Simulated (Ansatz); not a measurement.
**CH4BFO2: basis-set convergence**

The task here is to estimate one member of a computed series from the others.

The runs use Ansatz 0.2.0, Gaussian basis; one geometry, several basis sets.

Levels to be run: PBE0-D4/def2-SVP; ωB97M-V/def2-SVP; PBE0-D4/def2-QZVPP; ωB97M-V/def2-QZVPP; the functionals' def2-TZVPP values are taken from earlier runs.

**The relaxed structure**

The geometry comes from an earlier relaxation with PBE0-D4 in a triple-zeta def2 set; it is a stationary point, not always the lowest conformer.

SMILES `OBOCF`, 9 atoms, charge 0, spin multiplicity 1.

Atoms are counted from 1 here; the program's logs count them from 0.

Bond lengths: O1–B2 1.348 Å, O1–H6 0.963 Å, B2–O3 1.370 Å, B2–H7 1.196 Å, O3–C4 1.380 Å, C4–F5 1.369 Å, C4–H8 1.092 Å, C4–H9 1.095 Å. Angles: B2–O1–H6 112.8°, O1–B2–O3 119.3°, O1–B2–H7 119.5°, O3–B2–H7 121.3°, B2–O3–C4 120.6°, O3–C4–F5 109.5°, O3–C4–H8 108.5°, O3–C4–H9 111.6°, F5–C4–H8 107.8°, F5–C4–H9 107.6°, H8–C4–H9 111.8°.

Geometry (Å):

```tsv
atom	x (Å)	y (Å)	z (Å)
O1	0.32724	1.61280	1.58698
B2	0.26661	0.42464	0.95289
O3	-0.29533	0.35915	-0.29538
C4	-0.28537	-0.82247	-1.00811
F5	0.82789	-0.86605	-1.80411
H6	-0.02449	2.33597	1.05777
H7	0.68517	-0.55452	1.49702
H8	-1.16164	-0.84263	-1.65908
H9	-0.25159	-1.69309	-0.34509
```

The first run:

in.yaml reads:

```yaml
crystal:
  periodic: [false, false, false]
  atoms:
    - {symbol: O, position_ang: [0.327236, 1.612800, 1.586982]}
    - {symbol: B, position_ang: [0.266610, 0.424639, 0.952892]}
    - {symbol: O, position_ang: [-0.295333, 0.359150, -0.295377]}
    - {symbol: C, position_ang: [-0.285366, -0.822466, -1.008114]}
    - {symbol: F, position_ang: [0.827894, -0.866052, -1.804111]}
    - {symbol: H, position_ang: [-0.024491, 2.335966, 1.057769]}
    - {symbol: H, position_ang: [0.685173, -0.554518, 1.497023]}
    - {symbol: H, position_ang: [-1.161639, -0.842627, -1.659076]}
    - {symbol: H, position_ang: [-0.251586, -1.693092, -0.345087]}
basis:
  gaussian: {orbitals: def2-SVP}
hamiltonian: {xc: pbe0, dispersion: d4}
output: {orbitals: {seedname: orbitals}}
```

On the command line:

```bash
ansatz run in.yaml --threads 2 --pin off --events-out ev --progress --plain --max-ram 4352MiB
```

Among the steps run: PBE0-D4 in def2-SVP; ωB97M-V in def2-SVP; PBE0-D4 in def2-QZVPP; ωB97M-V in def2-QZVPP.

One of the session's tables, all rows but one given; the rest of the session is left out.

It belongs to the step «Functionals by basis». 

| functional | basis | HOMO (eV) | LUMO (eV) |
| --- | --- | --- | --- |
| PBE0-D4 | def2-SVP | ? | ? |
| PBE0-D4 | def2-TZVPP | -9.39 | 0.53 |
| PBE0-D4 | def2-QZVPP | -9.42 | 0.38 |
| ωB97M-V | def2-SVP | -11.64 | 2.97 |
| ωB97M-V | def2-TZVPP | -11.82 | 2.29 |
| ωB97M-V | def2-QZVPP | -11.86 | 1.68 |

Estimate the missing values for PBE0-D4, def2-SVP.

As computed: HOMO (eV): -9.23; LUMO (eV): 0.88. In the column «HOMO (eV)» it is the highest.
